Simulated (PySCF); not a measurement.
# Al2Br4H2O2 ((Br2Al-mu-OH)2): the cost of one run

Programs: PySCF 2.14.0, with density-fitted response routines of our own. Each step states its level of theory. These are calculated values for one molecule in the gas phase, unless marked as measured. Atoms count from 0, in the outputs and in this text.

### 1 The molecule as given

10 atoms, charge 0, multiplicity 1; geometry from: GFN2-xTB. The atoms were then displaced at random by about 0.03 Å, so the start is not that level's minimum.

Bonds of the start (Å): Al0–Br1 2.22, Al0–Br2 2.21, Al0–O3 1.77, Al0–O7 1.92, O3–Al4 1.93, O3–H8 0.98, Al4–Br5 2.29, Al4–Br6 2.20, Al4–O7 1.89, O7–H9 0.93.

### 2 Geometry optimisation at PBE0-D3(BJ)/def2-SVP

Job settings and geometry (Å):

```
{"job": {"xc": "PBE0", "basis": "def2-SVP", "d3": "d3bj", "grid": 1, "maxiter": 40, "shake": 0.03, "kind": "geom"}, "charge": 0, "multiplicity": 1}
Al     1.360170    -0.081980    -0.486120
Br     2.817730     1.274160     0.498850
Br     1.706700    -1.302560    -2.300070
O      0.383400    -0.915710     0.732850
Al    -1.307820    -0.015550     0.465190
Br    -1.769660     1.313010     2.266180
Br    -2.812930    -1.293330    -0.496900
O     -0.239390     0.934810    -0.764130
H      0.501780    -1.629820     1.393710
H     -0.515330     1.640220    -1.305140
```

Launch:

```sh
$ OMP_NUM_THREADS=1 python probes_run.py task.json out
```

This one command runs all jobs of the session in turn.

**Question.** How long does this first job take on 1 thread of Intel Xeon at 2.50GHz, shared host, and how much memory does it need?

About 17 min, with a peak of 1.5 GiB.
